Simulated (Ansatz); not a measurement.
# Al2BN3: the band gap up the ladder of functionals

An exercise on one series of results from a longer session: the logs are not shown, and one member is left open.

The runs shown are made with Ansatz 0.2.0. PAW datasets, plane waves. Note: simulated data, non-magnetic, for a generated structure that need not be the stable one.

## The system as given

The cell was relaxed beforehand with r2SCAN.

Space group I-4m2 (No. 119), tetragonal; a = 2.893 Å, c = 12.663 Å in the conventional setting, 8.83 Å³ an atom. Near B stand 4 N at 1.68 Å; near N stand 2 B at 1.68 Å and 2 Al at 1.85 Å; near Al stand 4 N at 1.85 Å; near N stand 4 Al at 1.85 Å.

Coordinates:

```cif
data_structure
_symmetry_space_group_name_H-M 'I-4m2'
_symmetry_Int_Tables_number 119
_cell_length_a 2.8926
_cell_length_b 2.8926
_cell_length_c 12.6625
_cell_angle_alpha 90.000
_cell_angle_beta 90.000
_cell_angle_gamma 90.000
_cell_volume 105.95
loop_
_atom_site_label
_atom_site_type_symbol
_atom_site_symmetry_multiplicity
_atom_site_Wyckoff_symbol
_atom_site_fract_x
_atom_site_fract_y
_atom_site_fract_z
_atom_site_occupancy
B1 B 2 a 0.00000 0.00000 0.00000 1
N1 N 4 f 0.50000 0.00000 0.43241 1
Al1 Al 4 e 0.00000 0.00000 0.34103 1
N2 N 2 c 0.00000 0.50000 0.25000 1
```

The first run:

Input file input.yaml:

```yaml
crystal:
  lattice:
    - [-1.4462799754, 1.4462799754, 6.3312512779]
    - [1.4462799754, -1.4462799754, 6.3312512779]
    - [1.4462799754, 1.4462799754, -6.3312512779]
  atoms:
    - { symbol: B, position: [0.0, 0.0, 0.0] }
    - { symbol: "N", position: [0.4324122879, 0.9324122879, 0.5] }
    - { symbol: Al, position: [0.3410268273, 0.3410268273, 0.0] }
    - { symbol: "N", position: [0.75, 0.25, 0.5] }
    - { symbol: Al, position: [0.6589731727, 0.6589731727, 0.0] }
    - { symbol: "N", position: [0.0675877121, 0.5675877121, 0.5] }
kpoints:
  mp_grid: { grid: [12, 12, 12] }
  band_path:
    path:
      - [[0.0, 0.0, 0.0], [1.224525902305e-17, -1.224525902305e-17, 0.5], [0.25, 0.25, 0.25], [1.783376941548e-17, 0.5, -1.783376941548e-17], [0.0, 0.0, 0.0], [0.5, 0.5, -0.5], [0.2630456479446, 0.7369543520554, -0.2630456479446]]
      - [[-0.2630456479446, 0.2630456479446, 0.2630456479446], [0.0, 0.0, 0.0]]
      - [[1.224525902305e-17, -1.224525902305e-17, 0.5], [-0.02609129588928, 0.02609129588928, 0.5]]
      - [[0.5, 0.5, -0.02609129588928], [0.5, 0.5, -0.5]]
    npoints: 10
hamiltonian:
  xc: pbe
scf:
  occupations: { method: fermi_dirac, width: 0.02 }
  n_extra_bands: 5
output:
  forces: true
  stress: true
  eigenvalues: true
```

On the command line:

```
$ ansatz run input.yaml --threads 4 --pin off --max-ram 6451MiB --backend cpu --events-out ev --progress --plain --runs-dir out
```

Steps of the session up to this table: Band structure with PBE; Single point with r2SCAN; HSE06; PBE0 at the same geometry.

One table of the session follows, with a row left open; its other results are not shown here.

| level | gap (eV) |
| --- | --- |
| PBE | ? |
| r2SCAN | 3.60 |
| HSE06 | 4.27 |
| PBE0 | 5.01 |

Q: Estimate the row for PBE from the others.

**Answer.** gap (eV): 3.02. In the column «gap (eV)» it is the lowest.

Meshes: PBE 12×12×12, r2SCAN 12×12×12, HSE06 8×8×8, PBE0 8×8×8

In words: PBE gives the least gap, 3.02 eV, and PBE0 the largest, 5.01 eV. PBE reaches 71 % of the HSE06 value, and r2SCAN 84 %. PBE0 lies 0.74 eV above HSE06, which differs from it by screening the long-range exchange.

To keep in mind: Warnings in the runs' records: stress scf threshold loose, stress exchange threshold loose.
